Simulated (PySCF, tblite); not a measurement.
# C₆H₁₁O radical: geometry, infrared bands and EPR parameters

Wanted: the infrared bands and EPR parameters of C₆H₁₁O radical (`CC[C]1CCCO1`), by calculation.

The runs use tblite 0.8.0 and PySCF 2.14.0, with density-fitted response routines of our own; the level of theory stands in each step. All values are computed, except where a source is named. Atoms count from 0, in the outputs and in this text.

### 1 Starting geometry

18 atoms, charge 0, multiplicity 2; geometry from: force field or distance geometry start.

Bonds of the start (Å): C0–C1 1.53, C1–C2 1.47, C2–C3 1.47, C3–C4 1.50, C4–C5 1.53, C5–O6 1.44, O6–C2 1.39, C0–H7 1.10, C0–H8 1.10, C0–H9 1.09, C1–H10 1.10, C1–H11 1.08, C3–H12 1.11, C3–H13 1.10, C4–H14 1.11, C4–H15 1.09, C5–H16 1.09, C5–H17 1.09.

### 2 Geometry optimisation with GFN2-xTB

The job: settings as JSON, then the geometry in Å.

```
{"job": {"kind": "relax", "xc": "GFN2-xTB", "basis": "xTB"}, "charge": 0, "multiplicity": 2}
C      2.474100    -0.230400    -0.223000
C      1.473600     0.916700    -0.038600
C      0.080500     0.437900    -0.069000
C     -0.612700    -0.316300     0.988500
C     -2.034700    -0.265600     0.501700
C     -1.861800    -0.161700    -1.010400
O     -0.668000     0.618400    -1.231000
H      3.497500     0.159100    -0.200400
H      2.376700    -0.978300     0.574000
H      2.303600    -0.730800    -1.178300
H      1.665600     1.403700     0.929100
H      1.636700     1.661700    -0.807200
H     -0.512400     0.137400     1.992900
H     -0.236600    -1.353400     1.028900
H     -2.526000     0.651300     0.875100
H     -2.642000    -1.122200     0.806800
H     -1.713500    -1.144600    -1.461000
H     -2.709300     0.323400    -1.489900
```

The run is started by

```bash
$ OMP_NUM_THREADS=1 python probes_run.py task.json out
```

This one command runs all jobs of the session in turn.

**Question.** This job is followed by: GFN2-xTB harmonic vibrations, gas phase; UKS B3LYP, pcH-1 on C H O, non-relativistic, mean-field spin-orbit, GIAO. What will the session give for the following? strongest single infrared mode (GFN2-xTB); zero-point energy (GFN2-xTB); g(iso) (B3LYP); ⟨S²⟩; largest a(iso) (averaged by class); surface potential, 1st and 99th percentile.

**Answer**, as computed:

| quantity | value |
| --- | --- |
| strongest single infrared mode (GFN2-xTB) | 2970 cm⁻¹, 62 km/mol |
| zero-point energy (GFN2-xTB) | 98.3 kcal/mol |
| g(iso) (B3LYP) | 2.00320 |
| ⟨S²⟩ | 0.754 (exact 0.75) |
| largest a(iso) (averaged by class) | 13C on C2, 152.7 MHz |
| surface potential, 1st and 99th percentile | -1.39 V and 0.73 V |

In words: The optimisation took 82 steps and gained 0.101 eV; among the close pairs (by a distance rule), C5–O6 changed most, from 1.443 to 1.412 Å. All 48 modes are real, so the xTB geometry is a minimum. Unscaled tight-binding wavenumbers are off by several per cent, some by more. Its intensities can rank the bands wrongly. Most of the unpaired spin sits on C2 (0.86 e). The isotropic g lies 0.9 ppt above the free-electron value.
